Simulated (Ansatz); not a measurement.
# W3Se4S2: the cost of one run

Method: DFT r2SCAN, scalar-relativistic, plane waves, PAW, in Ansatz 0.2.0.

### 1 The starting structure

It takes space group P3m1 (No. 156, trigonal). The conventional cell has a = 3.275 Å, b = 3.275 Å, c = 30.268 Å, α = 90.00°, β = 90.00°, γ = 120.00°. Around W (site symmetry 3m) lie 6 S at 2.44 Å. W (site symmetry 3m) has 6 Se at 2.54 Å as nearest neighbours. Se (site symmetry 3m) is surrounded by 3 W at 2.54 Å. S (site symmetry 3m) is surrounded by 3 W at 2.44 Å. Only part of the 9 independent sites is listed.

Coordinates:

```xyz
9
Lattice="3.2752 0.0000 0.0000 -1.6376 2.8364 0.0000 0.0000 0.0000 30.2680" Properties=species:S:1:pos:R:3 pbc="T T T"
W     0.0000    0.0000    3.5003
W     0.0000    0.0000   17.5051
W     0.0000    1.8909   10.5021
Se    0.0000    0.0000   12.2020
Se    0.0000    1.8909   15.8041
Se    0.0000    1.8909   19.2057
Se    0.0000    0.0000    8.8021
S     0.0000    1.8909    1.9559
S     0.0000    1.8909    5.0448
```

The structure comes from the Materials Project (structure only).

### 2 Ground state at the listed geometry

input.yaml

```yaml
crystal:
  lattice:
    - [3.2751843931, 0.0, 0.0]
    - [-1.6375921966, 2.8363928865, 0.0]
    - [0.0, 0.0, 30.268004]
  atoms:
    - { symbol: W, position: [0.0, 0.0, 0.115643] }
    - { symbol: W, position: [0.0, 0.0, 0.578338] }
    - { symbol: W, position: [0.33333333, 0.66666667, 0.346969] }
    - { symbol: Se, position: [0.0, 0.0, 0.403131] }
    - { symbol: Se, position: [0.33333333, 0.66666667, 0.52214] }
    - { symbol: Se, position: [0.33333333, 0.66666667, 0.634522] }
    - { symbol: Se, position: [0.0, 0.0, 0.290807] }
    - { symbol: S, position: [0.33333333, 0.66666667, 0.06462] }
    - { symbol: S, position: [0.33333333, 0.66666667, 0.16667] }
basis:
  ecutwfc: 500
  fft_grid_basis: typed
kpoints:
  mp_grid: { grid: [9, 9, 1] }
hamiltonian:
  xc: r2scan
scf:
  occupations: { method: gaussian, width: 0.05 }
output:
  forces: true
  stress: true
  eigenvalues: true
  bader: true
  write_density: true
  volumetric_format: npy
  elf: true
```

Launch:

```bash
$ ansatz run input.yaml --threads 2 --pin off --max-ram 4096MiB --backend cpu --events-out ev --progress --plain --runs-dir out
```

What time and memory should one allow on 2 threads of Intel Xeon 6975P-C (Granite Rapids), shared host?

About 42 s, with a peak of 1.1 GiB.
